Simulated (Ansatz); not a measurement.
# Cl₃HSeTi: basis-set convergence

The task here is to estimate one member of a computed series from the others.

Program: Ansatz 0.2.0, Gaussian basis. Level of theory: one geometry, several basis sets. These are calculated values, not measurements.

Levels to be run: PBE0-D4/def2-SVP; ωB97M-V/def2-SVP; PBE0-D4/def2-QZVPP; ωB97M-V/def2-QZVPP; the functionals' def2-TZVPP values are taken from earlier runs.

**Structure used throughout**

An earlier PBE0-D4 in a triple-zeta def2 set relaxation fixed the geometry.

SMILES `[Cl][Ti]([Cl])([Cl])[SeH]`, 6 atoms, charge 0, spin multiplicity 1.

Atoms are counted from 1 here; the program's logs count them from 0.

Bond lengths: Cl1–Ti2 2.171 Å, Ti2–Cl3 2.161 Å, Ti2–Cl4 2.171 Å, Ti2–Se5 2.390 Å, Se5–H6 1.475 Å. Angles: Cl1–Ti2–Cl3 112.6°, Cl1–Ti2–Cl4 109.5°, Cl1–Ti2–Se5 109.3°, Cl3–Ti2–Cl4 112.5°, Cl3–Ti2–Se5 103.6°, Cl4–Ti2–Se5 109.3°, Ti2–Se5–H6 88.6°.

Set-up of the first run:

in.yaml reads:

```yaml
crystal:
  periodic: [false, false, false]
  atoms:
    - {symbol: Cl, position_ang: [-1.015655, -1.257654, 1.598620]}
    - {symbol: Ti, position_ang: [0.258862, -0.455098, 0.034670]}
    - {symbol: Cl, position_ang: [2.353047, -0.858389, 0.383273]}
    - {symbol: Cl, position_ang: [-0.417589, -1.185031, -1.895196]}
    - {symbol: Se, position_ang: [0.135835, 1.931754, 0.062970]}
    - {symbol: H, position_ang: [-1.314489, 1.824429, -0.184348]}
basis:
  gaussian: {orbitals: def2-SVP}
hamiltonian: {xc: pbe0, dispersion: d4}
output: {orbitals: {seedname: orbitals}}
```

Command:

```bash
$ ansatz run in.yaml --threads 4 --pin off --events-out ev --progress --plain --max-ram 11315MiB
```

Steps of the session up to this table: PBE0-D4 in def2-SVP; ωB97M-V in def2-SVP; PBE0-D4 in def2-QZVPP; ωB97M-V in def2-QZVPP.

One of the session's tables, all rows but one given; the rest of the session is left out.

It belongs to the step «Density functionals: the series». 

| functional | basis | HOMO (eV) | LUMO (eV) |
| --- | --- | --- | --- |
| PBE0-D4 | def2-SVP | -7.80 | -3.66 |
| PBE0-D4 | def2-TZVPP | -7.85 | -3.61 |
| PBE0-D4 | def2-QZVPP | ? | ? |
| ωB97M-V | def2-SVP | -9.81 | -1.47 |
| ωB97M-V | def2-TZVPP | -9.91 | -1.47 |
| ωB97M-V | def2-QZVPP | -9.93 | -1.50 |

Estimate the missing values for PBE0-D4, def2-QZVPP.

As computed: HOMO (eV): -7.86; LUMO (eV): -3.62. In the column «HOMO (eV)» it lies between ωB97M-V, def2-SVP (-9.81) and PBE0-D4, def2-TZVPP (-7.85).
